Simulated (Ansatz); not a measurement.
# Na2BrCl: the cost of one run

Method: DFT PBEsol, scalar-relativistic, plane waves, PAW, in Ansatz 0.2.0.

## (1) The structure to begin with

Symmetry: R-3m, No. 166, trigonal system. Conventional cell: a = 4.072 Å, b = 4.072 Å, c = 19.974 Å, α = 90.00°, β = 90.00°, γ = 120.00°. Na (site symmetry 3m) is surrounded by 3 Cl at 2.83 Å and 3 Br at 2.93 Å. Br (site symmetry -3m) has 6 Na at 2.93 Å as nearest neighbours. Cl (site symmetry -3m) is surrounded by 6 Na at 2.83 Å.

As a file:

```
CELL_PARAMETERS angstrom
2.03602 1.17550 6.65812
-2.03602 1.17550 6.65812
0.00000 -2.35100 6.65812
ATOMIC_POSITIONS crystal
Na 0.25419 0.25419 0.25419
Na 0.74581 0.74581 0.74581
Br 0.50000 0.50000 0.50000
Cl 0.00000 0.00000 0.00000
```

The structure comes from the Materials Project (structure only).

## (2) Probe: one point at the start

Contents of input.yaml:

```yaml
crystal:
  lattice:
    - [2.0360244553, 1.1754992673, 6.6581171636]
    - [-2.0360244553, 1.1754992673, 6.6581171636]
    - [0.0, -2.3509985347, 6.6581171636]
  atoms:
    - { symbol: Na, position: [0.25419295, 0.25419295, 0.25419295] }
    - { symbol: Na, position: [0.74580705, 0.74580705, 0.74580705] }
    - { symbol: Br, position: [0.5, 0.5, 0.5] }
    - { symbol: Cl, position: [0.0, 0.0, 0.0] }
basis:
  ecutwfc: 420
kpoints:
  mp_grid: { grid: [6, 6, 6] }
hamiltonian:
  xc: pbesol
scf:
  occupations: { method: gaussian, width: 0.1 }
output:
  forces: true
  stress: true
  eigenvalues: true
```

Run with:

```bash
$ ansatz run input.yaml --threads 1 --pin off --max-ram 1228MiB --backend cpu --events-out ev --progress --plain --runs-dir out
```

**Question.** How long does this run take on 1 thread of an x86-64 CPU, shared host, and how much memory does it need?

About 2 s, with a peak of 0.5 GiB.
